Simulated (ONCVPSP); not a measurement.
# An ONCV potential for silver, from input to tests

Task: generate the file, and judge it by its errors in other configurations, its logarithmic derivatives, its ghosts and its cutoff.

Program: ONCVPSP 4.0.1. Reference atom: PBE, scalar-relativistic, spherical and spin-unpolarised. All values are calculated.

## 1. The atom and the settings

The settings as typed:

| Quantity | Value |
| --- | --- |
| element | silver (Ag, Z = 47) |
| type | optimised norm-conserving Vanderbilt (ONCV) |
| frozen core | [Ar] 3d10 |
| valence charge | 19 |
| reference configuration | 4s2 4p6 4d10 (charge +1) |
| partial waves | 4s: rc 1.00 bohr, ncon 4, nbas 8, qcut 5.2 1/bohr, 2 projectors, debl 0.6 Ha; 4p: rc 1.50 bohr, ncon 4, nbas 6, qcut 7.3 1/bohr, 1 projector; 4d: rc 1.75 bohr, ncon 4, nbas 9, qcut 8.3 1/bohr, 1 projector |
| local potential | polynomial inside 0.95 bohr (lpopt 3, dvloc0 0 Ha) |
| core correction | not asked for |

## 2. Generating the potential

Ag.dat reads:

```
# ATOM AND REFERENCE CONFIGURATION
# atsym  z   nc   nv     iexc    psfile
  Ag 47.00    6    3        4      upf
#
#   n    l    f
    1    0    2.00
    2    0    2.00
    2    1    6.00
    3    0    2.00
    3    1    6.00
    3    2   10.00
    4    0    2.00
    4    1    6.00
    4    2   10.00
#
# PSEUDOPOTENTIAL AND OPTIMIZATION
# lmax
    2
#
#   l,   rc,      ep,       ncon, nbas, qcut
    0    1.00    0.00    4    8    5.20
    1    1.50    0.00    4    6    7.30
    2    1.75    0.00    4    9    8.30
#
# LOCAL POTENTIAL
# lloc, lpopt,  rc(5),   dvloc0
    4    3    0.95    0.00
#
# VANDERBILT-KLEINMAN-BYLANDER PROJECTORs
# l, nproj, debl
    0    2    0.60
    1    1    3.00
    2    1    1.20
#
# MODEL CORE CHARGE
# icmod, fcfact, rcfact
    0    0.00    0.00
#
# LOG DERIVATIVE ANALYSIS
# epsh1, epsh2, depsh
   -5.00    5.00    0.04
#
# OUTPUT GRID
# rlmax, drl
    6.00    0.01
#
# TEST CONFIGURATIONS
# ncnf
    4
# nvcnf
#   n    l    f
    4
    4    0    2.00
    4    1    6.00
    4    2   10.00
    5    0    1.00
#
    3
    4    0    2.00
    4    1    6.00
    4    2    9.00
#
    3
    4    0    2.00
    4    1    6.00
    4    2    8.00
#
    4
    4    0    2.00
    4    1    5.00
    4    2   10.00
    5    0    1.00
#
```

Run with:

```
oncvpsp.x < Ag.dat > Ag.out
```

Before running it: what results should come out? Wanted: cutoffs for 1 and 0.1 mHa per electron, occupied waves; bound ghosts; GHOST(+) flags; largest test error; largest phase difference near zero energy, channels read; projector energies reset by the program.

**Answer**, as computed:

| quantity | value |
| --- | --- |
| cutoffs for 1 and 0.1 mHa per electron, occupied waves | 176 Ha and 233 Ha |
| bound ghosts | none found |
| GHOST(+) flags | s at 433 eV |
| largest test error (AE − PS) | -107 meV, for 4s2 4p5 4d10 5s1 |
| largest phase difference near zero energy, channels read | 0.049 rad |
| projector energies reset by the program | s: -3.795, 0.250 Ha |

What this shows: The worst unpolarised test, 4s2 4p5 4d10 5s1, is off by 107 meV on 57.5 eV; by total energies transferability rates as fair for so large an energy. That test lies far up in energy; among those under 40 eV, nearer to bonding, the largest error is 1.7 meV. By its cutoff, 176 Ha for the looser tolerance, it is very hard. At the looser tolerance the 4s wave is the slowest; 4d needs 26 Ha. The program's ghost test flags no bound state. Of the channels read, p scatters worst near zero energy, by up to 0.05 rad. The program also flags highly localised states, GHOST(+) (s).
